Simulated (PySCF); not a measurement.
# H7NSSi2: the cost of one run

Method: levels as typed in each script, gas phase, geometry from GFN2-xTB; program: PySCF 2.14.0.

## Step 1: Starting geometry

SMILES `[SiH3]N[SiH2]S`, 11 atoms, charge 0, spin multiplicity 1.

Bond lengths: Si1–N2 1.738 Å, Si1–H5 1.460 Å, Si1–H6 1.461 Å, Si1–H7 1.466 Å, N2–Si3 1.722 Å, N2–H8 1.009 Å, Si3–S4 2.150 Å, Si3–H9 1.456 Å, Si3–H10 1.456 Å, S4–H11 1.324 Å. Angles: N2–Si1–H5 106.2°, N2–Si1–H6 105.1°, N2–Si1–H7 110.9°, H5–Si1–H6 113.1°, H5–Si1–H7 110.0°, H6–Si1–H7 111.3°, Si1–N2–Si3 127.4°, Si1–N2–H8 114.9°, Si3–N2–H8 115.3°, N2–Si3–S4 107.1°, N2–Si3–H9 108.4°, N2–Si3–H10 115.2°, S4–Si3–H9 108.9°, S4–Si3–H10 103.5°, H9–Si3–H10 113.3°, Si3–S4–H11 96.6°.

Geometry (Å):

```xyz
11
H7NSSi2
Si    2.4501   -0.1441   -0.0336
N     0.7411   -0.4276    0.1119
Si   -0.5256    0.7330   -0.0025
S    -2.3813   -0.3525    0.0341
H     2.6306    0.6297   -1.2582
H     3.0524   -1.4735   -0.1003
H     2.9539    0.6119    1.1165
H     0.4910   -1.2958    0.5601
H    -0.4060    1.4202   -1.2805
H    -0.6395    1.6399    1.1312
H    -2.1130   -1.1450   -0.9922
```

## Step 2: Removing and adding an electron (TPSS/cc-pvdz)

Contents of input.py:

```python
import numpy as np
from pyscf import gto, scf, dft
from pyscf.scf import atom_ks, atom_hf
from scipy.linalg import block_diag

def solve(mol, dm0=None, hcore=None):
    mf = (dft.UKS if mol.spin else dft.RKS)(mol, xc='tpss')
    mf.grids.level = 3
    mf = mf.density_fit(auxbasis='def2-universal-jkfit')
    mf.conv_tol, mf.max_cycle = 1e-8, 80
    if hcore is not None:
        mf.get_hcore = lambda *args: hcore
    mf.kernel(dm0)
    if not mf.converged:
        mf = mf.newton().run(mf.mo_coeff, mf.mo_occ, max_cycle=30)
    assert mf.converged, 'SCF not converged'
    return mf

mol = gto.M(atom='''
Si     2.45012    -0.14405    -0.03356
N      0.74108    -0.42758     0.11192
Si    -0.52560     0.73299    -0.00253
S     -2.38127    -0.35247     0.03408
H      2.63059     0.62967    -1.25821
H      3.05241    -1.47346    -0.10027
H      2.95390     0.61186     1.11649
H      0.49099    -1.29580     0.56008
H     -0.40603     1.42019    -1.28050
H     -0.63950     1.63993     1.13119
H     -2.11302    -1.14499    -0.99223
''', basis='cc-pvdz', charge=0, spin=0, verbose=4)
mf = solve(mol)
out = dict(e0=mf.e_tot, dm0=mf.make_rdm1(), c=mf.mo_coeff, occ=mf.mo_occ, eps=mf.mo_energy)
for name, dq, spin in [('cation', 1, 1), ('anion', -1, 1)]:
    ion = mol.copy().set(charge=mol.charge + dq, spin=spin).build()
    mi = solve(ion)
    if spin and dq > 0 and mol.nao < 130:
        c, _, stable, _ = mi.stability(return_status=True)
        if not stable:
            mi = solve(ion, mi.make_rdm1(c, mi.mo_occ))
    print(name, 'vertical energy change / eV', (mi.e_tot - mf.e_tot) * 27.211386)
    out.update({'e_' + name: mi.e_tot, 'dm_' + name: mi.make_rdm1(), 's2_' + name: mi.spin_square()[0], 'eps_' + name: mi.mo_energy, 'occ_' + name: mi.mo_occ})
# spherically averaged free atoms, for the promolecule
atm = atom_ks.get_atm_nrks(mol, xc='tpss')
pro = block_diag(*[(atm[a[0]][2] * atm[a[0]][3]) @ atm[a[0]][2].T for a in mol._atom])
np.savez('result.npz', pro=pro, **out)
```

The run is started by

```
$ OMP_NUM_THREADS=1 python input.py
```

What time and memory should one allow on 1 thread of AMD EPYC 9R45 (Zen 5), shared host?

About 2.6 min, with a peak of 0.72 GiB.
